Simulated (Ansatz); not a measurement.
**CH₃BrMg: small, medium and large basis sets**

One table from this session's results is given with a row withheld; the runs are named, their logs left out.

Computed with Ansatz 0.2.0, Gaussian basis. Level: one geometry, several basis sets.

The runs, in order: PBE0-D4/def2-SVP; ωB97M-V/def2-SVP; PBE0-D4/def2-QZVPP; ωB97M-V/def2-QZVPP; the functionals' def2-TZVPP values are taken from earlier runs.

## The relaxed structure

The geometry comes from an earlier relaxation with PBE0-D4 in a triple-zeta def2 set; it is a stationary point.

SMILES `[CH3][Mg][Br]`, 6 atoms, charge 0, spin multiplicity 1.

Atoms are counted from 1 here; the program's logs count them from 0.

Bond lengths: C1–Mg2 2.067 Å, C1–H4 1.094 Å, C1–H5 1.094 Å, C1–H6 1.094 Å, Mg2–Br3 2.345 Å. Angles: Mg2–C1–H4 111.4°, Mg2–C1–H5 111.4°, Mg2–C1–H6 111.4°, H4–C1–H5 107.5°, H4–C1–H6 107.5°, H5–C1–H6 107.5°, C1–Mg2–Br3 180.0°.

Set-up of the first run:

Contents of in.yaml:

```yaml
crystal:
  periodic: [false, false, false]
  atoms:
    - {symbol: C, position_ang: [-0.585104, 0.486970, -0.428299]}
    - {symbol: Mg, position_ang: [0.805089, -0.681620, 0.559304]}
    - {symbol: Br, position_ang: [2.382528, -2.007212, 1.679836]}
    - {symbol: H, position_ang: [-1.483329, -0.085429, -0.676841]}
    - {symbol: H, position_ang: [-0.180094, 0.884770, -1.363150]}
    - {symbol: H, position_ang: [-0.897091, 1.338522, 0.183050]}
basis:
  gaussian: {orbitals: def2-SVP}
hamiltonian: {xc: pbe0, dispersion: d4}
output: {orbitals: {seedname: orbitals}}
```

Among the steps run: PBE0-D4 in def2-SVP; ωB97M-V in def2-SVP; PBE0-D4 in def2-QZVPP; ωB97M-V in def2-QZVPP.

One table of the session follows, with a row left open; its other results are not shown here.

It belongs to the step «Density functionals: the series». 

| functional | basis | HOMO (eV) | LUMO (eV) |
| --- | --- | --- | --- |
| PBE0-D4 | def2-SVP | -7.56 | -0.99 |
| PBE0-D4 | def2-TZVPP | -7.56 | -1.11 |
| PBE0-D4 | def2-QZVPP | -7.56 | -1.15 |
| ωB97M-V | def2-SVP | -9.77 | 0.25 |
| ωB97M-V | def2-TZVPP | ? | ? |
| ωB97M-V | def2-QZVPP | -9.78 | -0.03 |

**Question.** Estimate the row for ωB97M-V, def2-TZVPP.

The run gave: HOMO (eV): -9.78; LUMO (eV): 0.14.
